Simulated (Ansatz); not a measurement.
Write a Python script for Ansatz's Python interface that makes a rigid scan of one bond angle of CH5GeNS, SMILES N=[CH][GeH2][SH]. Use (for the species named): PBE0, def2-SVP basis, multiplicity 1.

```xyz
9

N     0.8269    1.4667   -1.1464
C    -0.1086    0.7764   -0.5885
Ge    0.3822   -0.8648    0.2386
S    -1.3021   -1.8368    1.1209
H     0.5127    2.3897   -1.6297
H    -1.1472    1.0994   -0.5770
H     1.0843   -1.8016   -0.7976
H     1.4786   -0.5524    1.3699
H    -1.6383   -0.7228    1.9927
```

The script, `bend.py`:
```python
# -*- coding: utf-8 -*-
"""Energy of CH5GeNS against one bond angle."""

import warnings

import ansatz as az
from ase import Atoms

BASIS_SET = "def2-SVP"
XC = "pbe0"
FORCE_TOL = 0.02
LEVEL = "mp2"

warnings.simplefilter("ignore", az.DeckWarning)

atoms = Atoms(["N", "C", "Ge", "S", "H", "H", "H", "H", "H"], positions=[
    (0.8269, 1.4667, -1.1464),
    (-0.1086, 0.7764, -0.5885),
    (0.3822, -0.8648, 0.2386),
    (-1.3021, -1.8368, 1.1209),
    (0.5127, 2.3897, -1.6297),
    (-1.1472, 1.0994, -0.577),
    (1.0843, -1.8016, -0.7976),
    (1.4786, -0.5524, 1.3699),
    (-1.6383, -0.7228, 1.9927),
])

# relax first, so that the scan starts from a minimum
first = az.Crystal.molecule_from_ase(atoms).calculation()
first = first.basis(gaussian=BASIS_SET)
first = first.functional(XC)
first = first.relax(force_tolerance=FORCE_TOL, max_steps=80)
atoms.positions = first.run(threads=1, pin="off").report["positions_ang"]

rows = []
for angle in [90, 100, 110, 120, 135, 150, 165, 179]:
    bent = atoms.copy()
    bent.set_angle(1, 0, 4, angle, indices=[4])
    calc = az.Crystal.molecule_from_ase(bent).calculation().basis(gaussian=BASIS_SET).correlation(LEVEL)
    rows.append((angle, calc.run(threads=1, pin="off").report["free_energy_ev"]))
floor = min(e for _, e in rows)
for angle, e in rows:
    print(f"angle C1-N0-H4 = {angle:3d} deg   {1000 * (e - floor):9.1f} meV")
```

Output of `python bend.py`:
```text
angle C1-N0-H4 =  90 deg       381.3 meV
angle C1-N0-H4 = 100 deg        92.9 meV
angle C1-N0-H4 = 110 deg         0.0 meV
angle C1-N0-H4 = 120 deg        67.9 meV
angle C1-N0-H4 = 135 deg       385.4 meV
angle C1-N0-H4 = 150 deg       823.8 meV
angle C1-N0-H4 = 165 deg      1209.6 meV
angle C1-N0-H4 = 179 deg      1379.9 meV
```

Notes:
- The scan is rigid, and the energies are electronic, in a modest basis. The zero is the lowest point of the grid, which needn't be the minimum.
- The start is relaxed with a density functional and scanned with the wavefunction method, so it isn't exactly that method's minimum.
- Wall time of the script: 2.4 min on 1 thread of Arm Neoverse V2 (shared host), peak memory 0.32 GiB.
